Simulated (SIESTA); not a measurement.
Ta3AsAu2O13:

```
CELL_PARAMETERS angstrom
5.24237 3.02668 4.14273
-5.24237 3.02668 4.14273
0.00000 -6.05337 4.14273
ATOMIC_POSITIONS crystal
Ta 0.23108 0.57229 0.23108
Ta 0.23108 0.23108 0.57229
Ta 0.57229 0.23108 0.23108
As 0.55878 0.55878 0.55878
Au 0.96559 0.96559 0.96559
Au 0.75105 0.75105 0.75105
O 0.40884 0.66762 0.40884
O 0.40884 0.40884 0.66762
O 0.66762 0.40884 0.40884
O 0.49726 0.01313 0.36024
O 0.36024 0.49726 0.01313
O 0.01313 0.36024 0.49726
O 0.36024 0.01313 0.49726
O 0.01313 0.49726 0.36024
O 0.49726 0.36024 0.01313
O 0.10963 0.74806 0.10963
O 0.10963 0.10963 0.74806
O 0.74806 0.10963 0.10963
O 0.30840 0.30840 0.30840
```

The cell was built by a generator and needn't be a form met in nature.

Base run:

| Property | Result |
| --- | --- |
| Program | SIESTA 5.4.2 |
| Functional | BLYP |
| Potentials or basis | PseudoDojo 0.4 standard (PBE files) |
| Basis | DZP (energy shift 0.003 Ry; two zetas on semicore shells) |
| Grid cutoff | 800 Ry |
| Energy shift | 0.003 Ry |
| k mesh | 4 × 4 × 4 |
| Occupations | fermi-dirac, width 0.05 eV |
| Spin | no spin polarisation |

Its results: band gap on the k mesh 0.95 eV, direct; pressure 5.1 GPa; largest force 0.938 eV/Å.

Question: The run is repeated on the same cell with these changes: functional from BLYP to RPBE. What comes out?

Answer: Band gap on the k mesh 0.99 eV, direct; pressure 3.8 GPa; largest force 0.818 eV/Å.

Caveats: short orbitals over semicore shells can move pressures by several GPa; the potentials were made for another functional, which shifts forces and pressure; spin-orbit coupling is left out, which moves the levels of the heavy elements; the basis of atomic orbitals isn't converged, which shifts pressures, moduli and gaps.

Not every run made on this cell is shown here.
